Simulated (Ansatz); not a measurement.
**C₂H₇GeN: a ladder of functionals and wavefunction methods**

Aim: compute C₂H₇GeN with functionals from several rungs and with coupled cluster. The yardstick is the atomisation energy at the CCSD(T) limit.

Method: functionals in def2-TZVPP, the program's frozen cores in correlated methods; program: Ansatz 0.2.0, Gaussian basis.

Plan: LDA (SPW92), PBE-D4, revPBE-D4, BLYP-D4, r2SCAN-D4, B97M-V, PBE0-D4, B3LYP-D4, r2SCANh-D4, r2SCAN0-D4, HSE06-D4, BHLYP-D4, CAM-B3LYP-D4, LC-ωPBE, ωB97X-V, ωB97M-V, B2PLYP, PBE-QIDH; CCSD(T)/def2-SVP; CCSD(T)/def2-TZVPP; MP2/def2-QZVPP; extrapolation to the limit; RPA on PBE.

**1. Structure used throughout**

The geometry comes from an earlier relaxation with PBE0-D4 in a triple-zeta def2 set; it is a stationary point, not always the lowest conformer.

11 atoms, charge 0, spin multiplicity 1.

Atoms are counted from 1 here; the program's logs count them from 0.

Bond lengths: N1–C2 1.265 Å, N1–H5 1.023 Å, C2–C3 1.487 Å, C2–H6 1.096 Å, C3–Ge4 1.977 Å, C3–H7 1.093 Å, C3–H8 1.093 Å, Ge4–H9 1.537 Å, Ge4–H10 1.536 Å, Ge4–H11 1.537 Å. Angles: C2–N1–H5 110.7°, N1–C2–C3 128.1°, N1–C2–H6 116.6°, C3–C2–H6 115.3°, C2–C3–Ge4 110.8°, C2–C3–H7 110.9°, C2–C3–H8 111.4°, Ge4–C3–H7 106.7°, Ge4–C3–H8 108.1°, H7–C3–H8 108.8°, C3–Ge4–H9 109.5°, C3–Ge4–H10 109.1°, C3–Ge4–H11 109.2°, H9–Ge4–H10 109.6°, H9–Ge4–H11 109.5°, H10–Ge4–H11 109.9°.

**2. LDA**

This LDA is Slater exchange with PW92 correlation.

in.yaml reads:

```yaml
crystal:
  periodic: [false, false, false]
  atoms:
    - {symbol: N, position_ang: [0.374317, 2.267434, 0.100144]}
    - {symbol: C, position_ang: [0.178766, 1.167917, 0.694542]}
    - {symbol: C, position_ang: [0.672133, -0.181935, 0.313482]}
    - {symbol: Ge, position_ang: [-0.768104, -1.242458, -0.527789]}
    - {symbol: H, position_ang: [0.972756, 2.135084, -0.718640]}
    - {symbol: H, position_ang: [-0.455157, 1.199657, 1.587613]}
    - {symbol: H, position_ang: [0.999933, -0.739661, 1.194958]}
    - {symbol: H, position_ang: [1.503744, -0.118464, -0.392543]}
    - {symbol: H, position_ang: [-1.982824, -1.295669, 0.412124]}
    - {symbol: H, position_ang: [-1.170958, -0.579685, -1.853424]}
    - {symbol: H, position_ang: [-0.259205, -2.669322, -0.789966]}
basis:
  gaussian: {orbitals: def2-TZVPP}
hamiltonian: {xc: lda}
output: {orbitals: {seedname: orbitals}}
```

Launch:

```bash
$ ansatz run in.yaml --threads 4 --pin off --events-out ev --progress --plain --max-ram 10444MiB
```

Further steps of the session: PBE-D4 (GGA); revPBE-D4 (GGA); BLYP-D4 (GGA); r2SCAN-D4 (meta-GGA); B97M-V (meta-GGA); PBE0-D4 (hybrid); B3LYP-D4 (hybrid); r2SCANh-D4 (hybrid); r2SCAN0-D4 (hybrid); HSE06-D4 (hybrid); BHLYP-D4 (hybrid); CAM-B3LYP-D4 (range-separated); LC-ωPBE (range-separated); ωB97X-V (range-separated); ωB97M-V (range-separated); B2PLYP (double hybrid); PBE-QIDH (double hybrid); CCSD(T) in def2-SVP; CCSD(T) in def2-TZVPP; MP2 in def2-QZVPP; RPA on PBE orbitals.

Before running them: what should the planned runs give, taken together? Wanted: atomisation energy, CCSD(T)/CBS; farthest beyond LDA; mean size of error, GGA; mean size of error, meta-GGA; mean size of error, hybrid; mean size of error, range-separated; mean size of error, double hybrid; gap, smallest and largest; T1 diagnostic.

The runs gave:

| quantity | value |
| --- | --- |
| atomisation energy, CCSD(T)/CBS | 3848.9 kJ/mol |
| functionals within 38.5 kJ/mol (1.0 %) | revPBE-D4, BLYP-D4, r2SCAN-D4, B97M-V, PBE0-D4, B3LYP-D4, r2SCANh-D4, HSE06-D4, CAM-B3LYP-D4, LC-ωPBE, ωB97X-V, ωB97M-V, PBE-QIDH |
| farthest beyond LDA | BHLYP-D4 (-107.1 kJ/mol) |
| mean size of error, GGA | 30.9 kJ/mol |
| mean size of error, meta-GGA | 11.6 kJ/mol |
| mean size of error, hybrid | 33.4 kJ/mol |
| mean size of error, range-separated | 13.9 kJ/mol |
| mean size of error, double hybrid | 38.5 kJ/mol |
| gap, smallest and largest | 4.51 eV (LDA (SPW92)), 12.40 eV (LC-ωPBE) |
| T1 diagnostic | 0.0120 |
| triples share of the correlation energy | 4.0 % |

LDA overbinds by 542.2 kJ/mol (14 %). PBE-D4 is off by +64.7 kJ/mol. Double hybrids carry the basis error of their MP2 part in triple zeta, and no dispersion term here, so their miss is partly the set-up's. The rungs meta-GGA, range-separated, GGA, hybrid, double hybrid miss on average by less than the doubt on the reference (38.5 kJ/mol), so they tie. Misses under about 38.5 kJ/mol are within the doubt on the reference itself, which lacks core-valence correlation, relativity and higher excitations, and its outer-core shells are covered unevenly. Hartree-Fock recovers 71 % of the binding; the rest is correlation. CCSD(T) in def2-SVP is off by -207.7 kJ/mol, worse than the median functional, from the basis alone. Orbital gaps span 4.5 to 12.4 eV; exact exchange widens them. Correlated methods include outer-core shells of Ge, which these sets cover unevenly.
